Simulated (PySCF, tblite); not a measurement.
**C6H13Si radical: geometry, infrared bands and EPR parameters**

Wanted: the infrared bands and EPR parameters of C6H13Si radical (`C[C@H]1CC[Si](C)C1`), by calculation.

Programs: tblite 0.8.0 and PySCF 2.14.0, with density-fitted response routines of our own. Each step states its level of theory. These are calculated values for one molecule in the gas phase, unless marked as measured. Atoms count from 0, in the outputs and in this text.

## (1) The molecule as given

20 atoms, charge 0, multiplicity 2; geometry from: force field or distance geometry start.

Bonds of the start (Å): C0–C1 1.51, C1–C2 1.53, C2–C3 1.53, C3–Si4 1.95, Si4–C5 1.86, Si4–C6 1.94, C6–C1 1.56, C0–H7 1.10, C0–H8 1.10, C0–H9 1.10, C1–H10 1.11, C2–H11 1.11, C2–H12 1.10, C3–H13 1.09, C3–H14 1.09, C5–H15 1.09, C5–H16 1.10, C5–H17 1.10, C6–H18 1.10, C6–H19 1.09.

## (2) Relaxing the molecule with GFN2-xTB

The job: settings as JSON, then the geometry in Å.

```
{"job": {"kind": "relax", "xc": "GFN2-xTB", "basis": "xTB"}, "charge": 0, "multiplicity": 2}
C     -2.332200     0.625100     0.693900
C     -1.178300    -0.307800     0.414300
C     -0.772000    -0.327200    -1.065300
C      0.487000    -1.175100    -1.232500
Si     1.574400    -0.763800     0.332700
C      2.843500     0.521600    -0.122200
C      0.080500     0.095300     1.233500
H     -2.091700     1.662800     0.417200
H     -2.599300     0.617500     1.758600
H     -3.228400     0.320300     0.129500
H     -1.476500    -1.331300     0.711300
H     -1.593700    -0.726900    -1.688500
H     -0.587500     0.701600    -1.403000
H      1.021500    -0.962200    -2.157300
H      0.237500    -2.240000    -1.187700
H      2.385400     1.369800    -0.625900
H      3.346400     0.907800     0.780400
H      3.613100     0.093900    -0.776500
H      0.017800    -0.247600     2.280100
H      0.247200     1.176800     1.226300
```

The run is started by

```console
$ OMP_NUM_THREADS=1 python probes_run.py task.json out
```

The driver reads the jobs from task.json and runs them one after another.

**Question.** This job is followed by: GFN2-xTB harmonic vibrations, gas phase; UKS B3LYP, pcH-1 on C H Si, non-relativistic, mean-field spin-orbit, GIAO. Predict these results of the whole session: strongest single infrared mode (GFN2-xTB); zero-point energy (GFN2-xTB); g(iso) (B3LYP); ⟨S²⟩; largest a(iso) (averaged by class); potential on the surface of density 0.002 e/bohr³, 1st and 99th percentile.

The runs gave:

| quantity | value |
| --- | --- |
| strongest single infrared mode (GFN2-xTB) | 834 cm⁻¹, 100 km/mol |
| zero-point energy (GFN2-xTB) | 110.1 kcal/mol |
| g(iso) (B3LYP) | 2.00341 |
| ⟨S²⟩ | 0.751 (exact 0.75) |
| largest a(iso) (averaged by class) | 29Si on Si4, -479.3 MHz |
| potential on the surface of density 0.002 e/bohr³, 1st and 99th percentile | -0.28 V and 0.59 V |

Over 40 steps the energy fell by 0.136 eV; of the close pairs, Si4–C5 changed most, 1.863 to 1.910 Å. No mode is imaginary among the 54: a minimum at this level. The strongest single mode, at 834 cm⁻¹, has its largest shares on H16, H15 and Si4 (the list is cut at 3 atoms). Unscaled tight-binding wavenumbers are off by several per cent, some by more. Its intensities can rank the bands wrongly. Si4 carries the largest spin population, 0.92 e. The isotropic g lies 1.1 ppt above the free-electron value. These values are for one conformer; the search (at its own cheap level) found 2 more, at 0.10, 0.35 kcal/mol, and measured spectra average over such forms.
